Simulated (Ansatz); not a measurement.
# C2H4ClFGeSi: basis-set convergence

An exercise on one series of results from a longer session: the logs are not shown, and one member is left open.

Program: Ansatz 0.2.0, Gaussian basis. Level of theory: one geometry, several basis sets. These are calculated values, not measurements.

Plan: PBE0-D4/def2-SVP; ωB97M-V/def2-SVP; PBE0-D4/def2-QZVPP; ωB97M-V/def2-QZVPP; the functionals' def2-TZVPP values are taken from earlier runs.

### Structure used throughout

An earlier PBE0-D4 in a triple-zeta def2 set relaxation fixed the geometry.

SMILES `F[SiH](Cl)C#[C][GeH3]`, 10 atoms, charge 0, spin multiplicity 1.

Atoms are counted from 1 here; the program's logs count them from 0.

Bond lengths: F1–Si2 1.586 Å, Si2–Cl3 2.033 Å, Si2–C4 1.806 Å, Si2–H7 1.471 Å, C4–C5 1.213 Å, C5–Ge6 1.908 Å, Ge6–H8 1.531 Å, Ge6–H9 1.532 Å, Ge6–H10 1.531 Å. Angles: F1–Si2–Cl3 108.2°, F1–Si2–C4 109.1°, F1–Si2–H7 108.4°, Cl3–Si2–C4 109.6°, Cl3–Si2–H7 109.2°, C4–Si2–H7 112.2°, Si2–C4–C5 178.3°, C4–C5–Ge6 179.5°, C5–Ge6–H8 108.0°, C5–Ge6–H9 108.1°, C5–Ge6–H10 108.0°, H8–Ge6–H9 110.8°, H8–Ge6–H10 110.9°, H9–Ge6–H10 110.9°.

The first run:

in.yaml

```yaml
crystal:
  periodic: [false, false, false]
  atoms:
    - {symbol: F, position_ang: [-2.289080, -0.204403, 2.385579]}
    - {symbol: Si, position_ang: [-1.133715, 0.802185, 1.974757]}
    - {symbol: Cl, position_ang: [-1.981409, 2.598689, 1.541654]}
    - {symbol: C, position_ang: [-0.285624, 0.164180, 0.513374]}
    - {symbol: C, position_ang: [0.315643, -0.251713, -0.454555]}
    - {symbol: Ge, position_ang: [1.246893, -0.907737, -1.984722]}
    - {symbol: H, position_ang: [-0.225255, 0.960055, 3.121223]}
    - {symbol: H, position_ang: [1.372131, 0.239418, -2.991317]}
    - {symbol: H, position_ang: [2.628722, -1.386964, -1.530253]}
    - {symbol: H, position_ang: [0.434793, -2.065009, -2.572741]}
basis:
  gaussian: {orbitals: def2-SVP}
hamiltonian: {xc: pbe0, dispersion: d4}
output: {orbitals: {seedname: orbitals}}
```

Launch:

```sh
ansatz run in.yaml --threads 2 --pin off --events-out ev --progress --plain --max-ram 32768MiB --backend cpu
```

Steps of the session up to this table: PBE0-D4 in def2-SVP; ωB97M-V in def2-SVP; PBE0-D4 in def2-QZVPP; ωB97M-V in def2-QZVPP.

One table of the session follows, with a row left open; its other results are not shown here.

It belongs to the step «Functionals by basis». 

```
functional       basis  HOMO (eV)
   PBE0-D4    def2-SVP      -8.53
   PBE0-D4  def2-TZVPP      -8.56
   PBE0-D4  def2-QZVPP      -8.58
   ωB97M-V    def2-SVP          ?
   ωB97M-V  def2-TZVPP     -10.76
   ωB97M-V  def2-QZVPP     -10.77
```

**Question.** Estimate the row for ωB97M-V, def2-SVP.

As computed: HOMO (eV): -10.69. In the column «HOMO (eV)» it lies between ωB97M-V, def2-TZVPP (-10.76) and PBE0-D4, def2-QZVPP (-8.58).
